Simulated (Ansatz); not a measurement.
**TiNi (P4/nmm): equation of state with a fit from a Python script**

Where is the equilibrium volume of TiNi (P4/nmm), and how stiff is it? A script is to give an equation of state with a fit; the system is TiNi (P4/nmm).

Computed with Ansatz 0.2.0 through its Python package. Level of theory: DFT PBEsol, plane waves, PAW.

### 1 The system

The structure is tetragonal, space group P4/nmm (No. 129). Conventional cell: a = 3.822 Å, b = 3.822 Å, c = 3.636 Å, α = 90.00°, β = 90.00°, γ = 90.00°. Ti (site symmetry 4mm) has 8 Ni at 2.59 to 2.69 Å and 4 Ti at 2.71 Å in its first shell of neighbours. Ni (site symmetry -4m2) has 8 Ti at 2.59 to 2.69 Å and 4 Ni at 2.70 Å in its first shell of neighbours.

No structure file is read: the coordinates are typed or built in the script.

### 2 The code

eos.py

```python
"""Bulk modulus of TiNi from an E(V) curve."""

import ansatz
from ase.eos import EquationOfState
from ase.units import GPa
import numpy as np

VECTORS = np.array([
    [3.821946, 0.0, 0.0],
    [0.0, 3.821946, 0.0],
    [0.0, 0.0, 3.63625],
])
SITES = [
    ("Ti", [0.0, 0.5, 0.480801], 0.0),
    ("Ti", [0.5, 0.0, 0.519199], 0.0),
    ("Ni", [0.5, 0.5, 0.0], 1.5),
    ("Ni", [0.0, 0.0, 0.0], -1.5),
]


def make_crystal(cell):
    crystal = ansatz.Crystal(lattice=ansatz.Lattice.of(cell))
    for symbol, position, moment in SITES:
        crystal = crystal.atom(symbol, position, moment=moment or None)
    return crystal

# uniform scaling of the cell
volumes, energies = [], []
for scale in np.linspace(0.94, 1.06, 7):
    cell = VECTORS * scale ** (1 / 3)
    job = (
        make_crystal(cell).calculation()
        .occupations(ansatz.OccupationsMethod.FERMI_DIRAC, width=0.1)
        .pseudopotentials("paw")
        .functional("pbesol")
        .spin("collinear")
        .basis(500)
        .kpoints(6, 6, 6)
    )
    summary = job.run(threads=1).report
    volumes.append(abs(np.linalg.det(cell)) / len(SITES))
    energies.append(summary["free_energy_ev"] / len(SITES))
    print(f"V = {volumes[-1]:8.4f} A^3/atom  F = {energies[-1]:.5f} eV/atom")

eos = EquationOfState(volumes, energies, eos="sj")
v0, e0, bulk = eos.fit()
print(f"V0 = {v0:.4f} A^3/atom, E0 = {e0:.5f} eV/atom, B = {bulk / GPa:.1f} GPa")
eos.plot("eos.png")
```

### 3 What the engine is handed

The engine receives this input (first run):

```yaml
crystal:
  lattice:
    - [3.7439252098610054, 0.0, 0.0]
    - [0.0, 3.7439252098610054, 0.0]
    - [0.0, 0.0, 3.5620199878169605]
  atoms:
    - { symbol: Ti, position: [0.0, 0.5, 0.480801] }
    - { symbol: Ti, position: [0.5, 0.0, 0.519199] }
    - { symbol: Ni, position: [0.5, 0.5, 0.0], spin: 1.5 }
    - { symbol: Ni, position: [0.0, 0.0, 0.0], spin: -1.5 }
basis:
  ecutwfc: 500.0
kpoints:
  mp_grid:
    grid: [6, 6, 6]
hamiltonian:
  xc: pbesol
  pseudopotentials:
    kind: paw
magnetization:
  spin_polarized: true
scf:
  occupations:
    method: fermi_dirac
    width: 0.1
```

### 4 The run

Command:

```console
python eos.py
```

The program printed:

```text
RunWarning: the starting moments were not kept: the SCF closed with an absolute magnetisation of 1.1e-6 μB, where they sum to 3 μB in size (2 sites). That is at most 0.1 of that sum. Measured as dr2_m measures the in/out step, that magnetisation stands 5.9e-13 eV from none, at or under the dr2_threshold of 1.0e-7 eV: it is no larger than a step whose dr2_m would equal this threshold. The system [...]
V =  12.4822 A^3/atom  F = -4139.78992 eV/atom
V =  12.7478 A^3/atom  F = -4139.79641 eV/atom
V =  13.0133 A^3/atom  F = -4139.79668 eV/atom
V =  13.2789 A^3/atom  F = -4139.79138 eV/atom
V =  13.5445 A^3/atom  F = -4139.78106 eV/atom
V =  13.8101 A^3/atom  F = -4139.76624 eV/atom
V =  14.0757 A^3/atom  F = -4139.74738 eV/atom
V0 = 12.8918 A^3/atom, E0 = -4139.79729 eV/atom, B = 171.5 GPa
```

(Warnings from the package without file and line, shortened, repeats left out.)

Wall time 9.5 min (1 thread of Arm Neoverse V2, shared host); peak memory 0.57 GiB.

### 5 Inputs of later runs

The engine's inputs for some of the other runs:

Run 2, against run 1:

```diff
@@ -3,3 +3,3 @@
-    - [3.7439252098610054, 0.0, 0.0]
-    - [0.0, 3.7439252098610054, 0.0]
-    - [0.0, 0.0, 3.5620199878169605]
+    - [3.770291749055617, 0.0, 0.0]
+    - [0.0, 3.770291749055617, 0.0]
+    - [0.0, 0.0, 3.5871054621136684]
```

Run 4, against run 1:

```diff
@@ -3,3 +3,3 @@
-    - [3.7439252098610054, 0.0, 0.0]
-    - [0.0, 3.7439252098610054, 0.0]
-    - [0.0, 0.0, 3.5620199878169605]
+    - [3.821946, 0.0, 0.0]
+    - [0.0, 3.821946, 0.0]
+    - [0.0, 0.0, 3.63625]
```

Run 6, against run 1:

```diff
@@ -3,3 +3,3 @@
-    - [3.7439252098610054, 0.0, 0.0]
-    - [0.0, 3.7439252098610054, 0.0]
-    - [0.0, 0.0, 3.5620199878169605]
+    - [3.872240530792911, 0.0, 0.0]
+    - [0.0, 3.872240530792911, 0.0]
+    - [0.0, 0.0, 3.684100882141119]
```

### 6 What each run gave

From the records of these 7 runs:

```tsv
run	volume (Å³/atom)	energy from run 3 (meV/atom)	SCF cycles	CPU time (s)
1	12.482	6.76	13	69
2	12.748	0.28	14	86
3	13.013	0.00	13	69
4	13.279	5.31	14	86
5	13.545	15.63	14	76
6	13.810	30.44	13	90
7	14.076	49.30	14	92
```

Energies are free energies F = E - TS of the smeared occupations. 

### 7 Summary of results

| quantity | value |
| --- | --- |
| runs compared | 7 |
| range of energy | 49.30 meV/atom |
| lowest point, volume (Å³/atom) | 13.013 |
| equilibrium volume (fit) | 12.89 Å³/atom |
| bulk modulus (fit) | 172 GPa |

**Reading.** A third-order Birch-Murnaghan fit through the 7 points (the script's own form differs a little) has its minimum at 12.89 Å³ an atom, 2.9 % below the typed cell, with a bulk modulus of 172 GPa and dB/dP = 4.2. From that minimum the energy rises by 7.4 meV an atom on the compressed side and 49.9 meV on the expanded side. The SCF didn't keep the moments it started from (some shrank, vanished or turned); what is printed is the state reached. Shape and fractional positions are held along the curve, so the bulk modulus is an upper value where they are free to relax. The mesh is modest for a metal, so energies can be off by several to tens of meV an atom and pressures by half a GPa or more; differences at equal mesh fare better. The structure comes from a database of computed cells and needn't be a stable or known phase. The starting moments were not kept in at least one run, so it stands on a weaker or other magnetic state than the one typed.
